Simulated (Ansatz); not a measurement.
# Cu: the cost of one run

Program: Ansatz 0.2.0. Level of theory: DFT r2SCAN, scalar-relativistic, plane waves, PAW. These are calculated values, not measurements.

**1. Starting point**

Symmetry: P-3m1, No. 164, trigonal system. The conventional cell has a = 2.504 Å, b = 2.504 Å, c = 24.576 Å, α = 90.00°, β = 90.00°, γ = 120.00°. Cu (site symmetry 3m) is surrounded by 12 Cu at 2.50 to 2.52 Å. Cu (site symmetry 3m) is surrounded by 9 Cu at 2.50 to 2.52 Å.

Structure file:

```cif
data_structure
_symmetry_space_group_name_H-M 'P-3m1'
_symmetry_Int_Tables_number 164
_cell_length_a 2.5037
_cell_length_b 2.5037
_cell_length_c 24.5756
_cell_angle_alpha 90.000
_cell_angle_beta 90.000
_cell_angle_gamma 120.000
_cell_volume 133.41
loop_
_atom_site_label
_atom_site_type_symbol
_atom_site_symmetry_multiplicity
_atom_site_Wyckoff_symbol
_atom_site_fract_x
_atom_site_fract_y
_atom_site_fract_z
_atom_site_occupancy
Cu1 Cu 2 c 0.00000 0.00000 0.37376 1
Cu2 Cu 2 d 0.66667 0.33333 0.28961 1
Cu3 Cu 2 d 0.33333 0.66667 0.45799 1
```

The structure comes from the Materials Project (structure only).

(A quick probe on a coarse mesh, which set the mesh and smearing, is not shown.)

**3. Full relaxation**

Input file input.yaml:

```yaml
crystal:
  lattice:
    - [2.5036582226, 0.0, 0.0]
    - [-1.2518291113, 2.1682316232, 0.0]
    - [0.0, 0.0, 24.57558927]
  atoms:
    - { symbol: Cu, position: [0.0, 0.0, 0.37376445] }
    - { symbol: Cu, position: [0.66666667, 0.33333333, 0.28961442] }
    - { symbol: Cu, position: [0.33333333, 0.66666667, 0.45799086] }
    - { symbol: Cu, position: [0.0, 0.0, 0.62623555] }
    - { symbol: Cu, position: [0.66666667, 0.33333333, 0.54200914] }
    - { symbol: Cu, position: [0.33333333, 0.66666667, 0.71038558] }
basis:
  ecutwfc: 500
kpoints:
  mp_grid: { grid: [18, 18, 2] }
hamiltonian:
  xc: r2scan
scf:
  occupations: { method: gaussian, width: 0.1 }
output:
  forces: true
  stress: true
  eigenvalues: true
  write_density: true
  write_potential: true
  elf: true
  volumetric_format: npy
relax:
  adjacent_minimum: "off"
  f_tol: 0.005
  max_steps: 80
  cell: { stress_tol: 0.05 }
```

Run with:

```
ansatz run input.yaml --threads 2 --pin off --max-ram 5120MiB --backend cpu --events-out ev --progress --plain --runs-dir out
```

Q: Estimate wall time and peak memory on 2 threads of Intel Xeon 6975P-C (Granite Rapids), shared host.

About 1.8 min, with a peak of 1.1 GiB.
